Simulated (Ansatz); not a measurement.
# Co (P6_3/mmc): energies of magnetic orders

Aim: at the geometry relaxed with parallel moments, start Co (P6_3/mmc) in several magnetic orders and compare their energies.

Method: DFT PBE, scalar-relativistic, plane waves, PAW, in Ansatz 0.2.0.

**1. The structure to begin with**

The structure is hexagonal, space group P6_3/mmc (No. 194). Conventional cell: a = 2.494 Å, b = 2.494 Å, c = 4.030 Å, α = 90.00°, β = 90.00°, γ = 120.00°. Around Co (site symmetry -6m2) lie 12 Co at 2.48 to 2.49 Å.

Coordinates:

```
Co
1.0
     2.49371    0.00000    0.00000
    -1.24686    2.15962    0.00000
     0.00000    0.00000    4.03009
Co
2
Direct
  0.33333 0.66667 0.25000
  0.66667 0.33333 0.75000
```

An earlier run at PBE left this cell at 10.852 Å³/atom and -0.02 GPa (20×20×12 mesh).

**2. Antiferromagnetic, in the cell as typed**

input.yaml

```yaml
crystal:
  lattice:
    - [2.4937131675, 0.0, 0.0]
    - [-1.2468565838, 2.1596189528, 0.0]
    - [0.0, 0.0, 4.0300901878]
  atoms:
    - { symbol: Co, position: [0.3333333333, 0.6666666667, 0.25], spin: 1.5 }
    - { symbol: Co, position: [0.6666666667, 0.3333333333, 0.75], spin: -1.5 }
basis:
  ecutwfc: 420
  ecutrho_ratio: 4
kpoints:
  mp_grid: { grid: [20, 20, 12] }
hamiltonian:
  xc: pbe
scf:
  occupations: { method: gaussian, width: 0.05 }
  lower_state_search: "off"
output:
  forces: true
  stress: true
  eigenvalues: true
  populations: true
magnetization:
  spin_polarized: true
```

Command:

```bash
$ ansatz run input.yaml --threads 1 --pin off --max-ram 2560MiB --backend cpu --events-out ev --progress --plain --runs-dir out
```

**3. Ferromagnetic, larger cell**

input.yaml

```yaml
crystal:
  lattice:
    - [2.4937131675, 0.0, 0.0]
    - [-1.2468565838, 2.1596189528, 0.0]
    - [0.0, 0.0, 8.0601803757]
  atoms:
    - { symbol: Co, position: [0.3333333333, 0.6666666667, 0.125], spin: 1.5 }
    - { symbol: Co, position: [0.6666666667, 0.3333333333, 0.375], spin: 1.5 }
    - { symbol: Co, position: [0.3333333333, 0.6666666667, 0.625], spin: 1.5 }
    - { symbol: Co, position: [0.6666666667, 0.3333333333, 0.875], spin: 1.5 }
basis:
  ecutwfc: 420
  ecutrho_ratio: 4
kpoints:
  mp_grid: { grid: [16, 16, 4] }
hamiltonian:
  xc: pbe
scf:
  occupations: { method: gaussian, width: 0.05 }
  lower_state_search: "off"
output:
  forces: true
  stress: true
  eigenvalues: true
  populations: true
magnetization:
  spin_polarized: true
```

**4. Antiferromagnetic, propagation vector (0, 0, 1/2)**

Edit input.yaml of step 3 so:

```diff
@@ -8,4 +8,4 @@
     - { symbol: Co, position: [0.6666666667, 0.3333333333, 0.375], spin: 1.5 }
-    - { symbol: Co, position: [0.3333333333, 0.6666666667, 0.625], spin: 1.5 }
-    - { symbol: Co, position: [0.6666666667, 0.3333333333, 0.875], spin: 1.5 }
+    - { symbol: Co, position: [0.3333333333, 0.6666666667, 0.625], spin: -1.5 }
+    - { symbol: Co, position: [0.6666666667, 0.3333333333, 0.875], spin: -1.5 }
 basis:
```

**5. Ferromagnetic, larger cell**

input.yaml

```yaml
crystal:
  lattice:
    - [-2.4937131675, 0.0, 0.0]
    - [0.0, 0.0, -4.0300901878]
    - [0.0, -4.3192379057, 0.0]
  atoms:
    - { symbol: Co, position: [0.0, -0.25, -0.3333333333], spin: 1.5 }
    - { symbol: Co, position: [-0.5, -0.75, -0.1666666667], spin: 1.5 }
    - { symbol: Co, position: [0.5, -0.25, 0.1666666667], spin: 1.5 }
    - { symbol: Co, position: [0.0, -0.75, 0.3333333333], spin: 1.5 }
basis:
  ecutwfc: 420
  ecutrho_ratio: 4
kpoints:
  mp_grid: { grid: [14, 8, 8] }
hamiltonian:
  xc: pbe
scf:
  occupations: { method: gaussian, width: 0.05 }
  lower_state_search: "off"
output:
  forces: true
  stress: true
  eigenvalues: true
  populations: true
magnetization:
  spin_polarized: true
```

**6. Antiferromagnetic, propagation vector (0, 1/2, 0)**

Edit input.yaml of step 5 so:

```diff
@@ -7,4 +7,4 @@
     - { symbol: Co, position: [0.0, -0.25, -0.3333333333], spin: 1.5 }
-    - { symbol: Co, position: [-0.5, -0.75, -0.1666666667], spin: 1.5 }
-    - { symbol: Co, position: [0.5, -0.25, 0.1666666667], spin: 1.5 }
+    - { symbol: Co, position: [-0.5, -0.75, -0.1666666667], spin: -1.5 }
+    - { symbol: Co, position: [0.5, -0.25, 0.1666666667], spin: -1.5 }
     - { symbol: Co, position: [0.0, -0.75, 0.3333333333], spin: 1.5 }
```

**7. Antiferromagnetic, propagation vector (0, 1/2, 0)**

Edit input.yaml of step 6 so:

```diff
@@ -7,5 +7,5 @@
     - { symbol: Co, position: [0.0, -0.25, -0.3333333333], spin: 1.5 }
-    - { symbol: Co, position: [-0.5, -0.75, -0.1666666667], spin: -1.5 }
+    - { symbol: Co, position: [-0.5, -0.75, -0.1666666667], spin: 1.5 }
     - { symbol: Co, position: [0.5, -0.25, 0.1666666667], spin: -1.5 }
-    - { symbol: Co, position: [0.0, -0.75, 0.3333333333], spin: 1.5 }
+    - { symbol: Co, position: [0.0, -0.75, 0.3333333333], spin: -1.5 }
 basis:
```

**8. Ferromagnetic, larger cell**

input.yaml

```yaml
crystal:
  lattice:
    - [-1.2468565838, 2.1596189528, 4.0300901878]
    - [1.2468565838, -2.1596189528, 4.0300901878]
    - [1.2468565838, 2.1596189528, -4.0300901878]
  atoms:
    - { symbol: Co, position: [0.4583333333, 0.125, 0.3333333333], spin: 1.5 }
    - { symbol: Co, position: [0.5416666667, 0.875, 0.6666666667], spin: 1.5 }
    - { symbol: Co, position: [0.9583333333, 0.625, 0.3333333333], spin: 1.5 }
    - { symbol: Co, position: [1.0416666667, 1.375, 0.6666666667], spin: 1.5 }
basis:
  ecutwfc: 420
  ecutrho_ratio: 4
kpoints:
  mp_grid: { grid: [16, 16, 16] }
hamiltonian:
  xc: pbe
scf:
  occupations: { method: gaussian, width: 0.05 }
  lower_state_search: "off"
output:
  forces: true
  stress: true
  eigenvalues: true
  populations: true
magnetization:
  spin_polarized: true
```

**9. Antiferromagnetic, propagation vector (0, 1/2, 1/2)**

Edit input.yaml of step 8 so:

```diff
@@ -8,4 +8,4 @@
     - { symbol: Co, position: [0.5416666667, 0.875, 0.6666666667], spin: 1.5 }
-    - { symbol: Co, position: [0.9583333333, 0.625, 0.3333333333], spin: 1.5 }
-    - { symbol: Co, position: [1.0416666667, 1.375, 0.6666666667], spin: 1.5 }
+    - { symbol: Co, position: [0.9583333333, 0.625, 0.3333333333], spin: -1.5 }
+    - { symbol: Co, position: [1.0416666667, 1.375, 0.6666666667], spin: -1.5 }
 basis:
```

**10. No spin polarisation**

input.yaml

```yaml
crystal:
  lattice:
    - [2.4937131675, 0.0, 0.0]
    - [-1.2468565838, 2.1596189528, 0.0]
    - [0.0, 0.0, 4.0300901878]
  atoms:
    - { symbol: Co, position: [0.3333333333, 0.6666666667, 0.25] }
    - { symbol: Co, position: [0.6666666667, 0.3333333333, 0.75] }
basis:
  ecutwfc: 420
  ecutrho_ratio: 4
kpoints:
  mp_grid: { grid: [20, 20, 12] }
hamiltonian:
  xc: pbe
scf:
  occupations: { method: gaussian, width: 0.05 }
output:
  forces: true
  stress: true
  eigenvalues: true
```

(Steps that only read results are left out.)

**Question.** What will these runs give? Wanted: orders tried; lowest; next above it.

As calculated:

```
            quantity                                                              value
        orders tried                                                                  7
              lowest                                                      ferromagnetic
largest moment there                                                            1.68 μB
       next above it  antiferromagnetic, propagation vector (0, 0, 1/2), 120.8 meV/atom
```

In words: Of the orders that kept their pattern, the lowest is: ferromagnetic. The next lies 120.8 meV/atom higher. Where the order wasn't kept, moments died or turned during the run, so that row belongs to another state than the one started. Under stress at this geometry, and so lower once relaxed: antiferromagnetic, in the cell as typed (-6.7 GPa); antiferromagnetic, propagation vector (0, 0, 1/2) (-1.2 GPa); antiferromagnetic, propagation vector (0, 1/2, 0) (1) (-11.3 GPa). Only these orders were tried, at zero temperature; the one found in experiment may not be among them.
